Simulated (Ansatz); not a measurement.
# SiGeHO (quartet): the correlation ladder at a displaced geometry (v1), cc-pVDZ

The task here is to estimate one member of a computed series from the others.

Method: cc-pVDZ, core rule «outside noble gas», up to 20 orbitals frozen; program: Ansatz 0.2.0, Gaussian basis.

The runs, in order: UHF; CCSD(T) on ROHF; CCSD(T) on UHF; BCCD(T) on ROHF; CISD; CCSDT(Q) on ROHF; CCSDT(Q) on UHF.

22 further runs of the same task are left out: 9 that didn't finish, 13 set aside as unsound or not needed.

### The system

The geometry is a PBE0/def2-TZVP stationary point (not a proven minimum) with its atoms shifted at random (size 0.040 Å). No spin-orbit coupling is included. The filled d shell of Ge may be among the frozen orbitals whatever the setting's name suggests; the logs give the count.

4 atoms, charge 0, spin multiplicity 4.

Atoms are counted from 1 here; the program's logs count them from 0.

Bond lengths: Ge1–Si2 2.404 Å, Si2–O3 1.630 Å, O3–H4 0.929 Å. Angles: Ge1–Si2–O3 114.1°, Si2–O3–H4 124.8°.

The first run:

File in.yaml:

```yaml
crystal:
  periodic: [false, false, false]
  atoms:
    - {symbol: Ge, position_ang: [-0.005730, -0.088822, 1.043476]}
    - {symbol: Si, position_ang: [-0.006563, 0.605532, -1.257973]}
    - {symbol: O, position_ang: [0.041401, -0.625962, -2.324928]}
    - {symbol: H, position_ang: [-0.061376, -0.535354, -3.244127]}
basis:
  gaussian: {orbitals: cc-pVDZ}
magnetization: {spin_polarized: true, initial_magnetization: 3}
hamiltonian: {xc: hf}
output: {orbitals: {seedname: orbitals}}
```

Run with:

```bash
ansatz run in.yaml --threads 1 --pin off --events-out ev --progress --plain --max-ram 2393MiB
```

Among the steps run: UHF; CCSD(T) on ROHF; CCSD(T) on UHF; BCCD(T) on ROHF; CISD; CCSDT(Q) on ROHF; CCSDT(Q) on UHF.

One of the session's tables, all rows but one given; the rest of the session is left out.

| method | from UCCSDT(Q) (meV) |
| --- | --- |
| ROHF | +9832.5 |
| UHF | +9687.5 |
| RMP2 | +1138.0 |
| UMP2 | +1185.0 |
| CISD | +1375.8 |
| RCCSD | +388.3 |
| UCCSD | +374.5 |
| RCCSD(T) | ? |
| UCCSD(T) | +73.8 |
| BCCD(T) | +78.6 |
| RCCSDT | +41.7 |
| UCCSDT | +32.2 |
| RCCSDT(Q) | +12.3 |
| UCCSDT(Q) | 0 |

**Question.** Estimate the row for RCCSD(T).

The run gave: from UCCSDT(Q) (meV): +81.9. In the column «from UCCSDT(Q) (meV)» it lies between BCCD(T) (+78.6) and UCCSD (+374.5).

Limits of these values: Restricted and unrestricted rows rest on different reference determinants; where their highest levels disagree by more than a few hundredths of an eV, they describe different states and don't form one ladder.
